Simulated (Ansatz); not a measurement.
# ClFH₄MoO₄: basis-set convergence

An exercise on one series of results from a longer session: the logs are not shown, and one member is left open.

Method: one geometry, several basis sets; program: Ansatz 0.2.0, Gaussian basis.

Plan: PBE0-D4/def2-SVP; ωB97M-V/def2-SVP; PBE0-D4/def2-QZVPP; ωB97M-V/def2-QZVPP; the functionals' def2-TZVPP values are taken from earlier runs.

## The relaxed structure

All runs share one geometry, relaxed beforehand with PBE0-D4 in a triple-zeta def2 set. Mo takes the def2 core potential; no spin-orbit term is included.

SMILES `[OH][Mo]([OH])([OH])([OH])([F])[Cl]`, 11 atoms, charge 0, spin multiplicity 1.

Atoms are counted from 1 here; the program's logs count them from 0.

Bond lengths: O1–Mo2 1.847 Å, O1–H8 0.963 Å, Mo2–O3 1.846 Å, Mo2–O4 1.846 Å, Mo2–O5 1.841 Å, Mo2–F6 1.936 Å, Mo2–Cl7 2.415 Å, O3–H9 0.964 Å, O4–H10 0.964 Å, O5–H11 0.963 Å. Angles: Mo2–O1–H8 122.9°, O1–Mo2–O3 93.5°, O1–Mo2–O4 93.5°, O1–Mo2–O5 155.0°, O1–Mo2–F6 97.9°, O1–Mo2–Cl7 77.5°, O3–Mo2–O4 153.8°, O3–Mo2–O5 92.1°, O3–Mo2–F6 77.0°, O3–Mo2–Cl7 103.1°, O4–Mo2–O5 92.1°, O4–Mo2–F6 77.0°, O4–Mo2–Cl7 103.1°, O5–Mo2–F6 107.1°, O5–Mo2–Cl7 77.5°, F6–Mo2–Cl7 175.4°, Mo2–O3–H9 120.0°, Mo2–O4–H10 120.0° and more.

The first run:

Contents of in.yaml:

```yaml
crystal:
  periodic: [false, false, false]
  atoms:
    - {symbol: O, position_ang: [-0.233941, -1.768202, -0.315576]}
    - {symbol: Mo, position_ang: [-0.013794, 0.034198, 0.021222]}
    - {symbol: O, position_ang: [0.412368, -0.234843, 1.797412]}
    - {symbol: O, position_ang: [-1.135728, 0.543041, -1.353957]}
    - {symbol: O, position_ang: [0.880843, 1.642244, -0.021429]}
    - {symbol: F, position_ang: [-1.697677, 0.342817, 0.924642]}
    - {symbol: Cl, position_ang: [2.033744, -0.535790, -1.125003]}
    - {symbol: H, position_ang: [0.427722, -2.299189, -0.771385]}
    - {symbol: H, position_ang: [-0.282358, -0.228984, 2.465019]}
    - {symbol: H, position_ang: [-2.075541, 0.672203, -1.185312]}
    - {symbol: H, position_ang: [1.749660, 1.775505, -0.415033]}
basis:
  gaussian: {orbitals: def2-SVP}
hamiltonian: {xc: pbe0, dispersion: d4}
output: {orbitals: {seedname: orbitals}}
```

Command:

```sh
$ ansatz run in.yaml --threads 2 --pin off --events-out ev --progress --plain --max-ram 32768MiB --backend cpu
```

Steps of the session up to this table: PBE0-D4 in def2-SVP; ωB97M-V in def2-SVP; PBE0-D4 in def2-QZVPP; ωB97M-V in def2-QZVPP.

One of the session's tables, all rows but one given; the rest of the session is left out.

It belongs to the step «Density functionals: the series». 

```
functional       basis  HOMO (eV)  LUMO (eV)
   PBE0-D4    def2-SVP      -8.56      -3.56
   PBE0-D4  def2-TZVPP      -8.65      -3.57
   PBE0-D4  def2-QZVPP          ?          ?
   ωB97M-V    def2-SVP     -10.82      -1.53
   ωB97M-V  def2-TZVPP     -10.95      -1.57
   ωB97M-V  def2-QZVPP     -10.97      -1.58
```

Estimate the missing values for PBE0-D4, def2-QZVPP.

**Answer.** HOMO (eV): -8.66; LUMO (eV): -3.58. In the column «HOMO (eV)» it lies between ωB97M-V, def2-SVP (-10.82) and PBE0-D4, def2-TZVPP (-8.65).
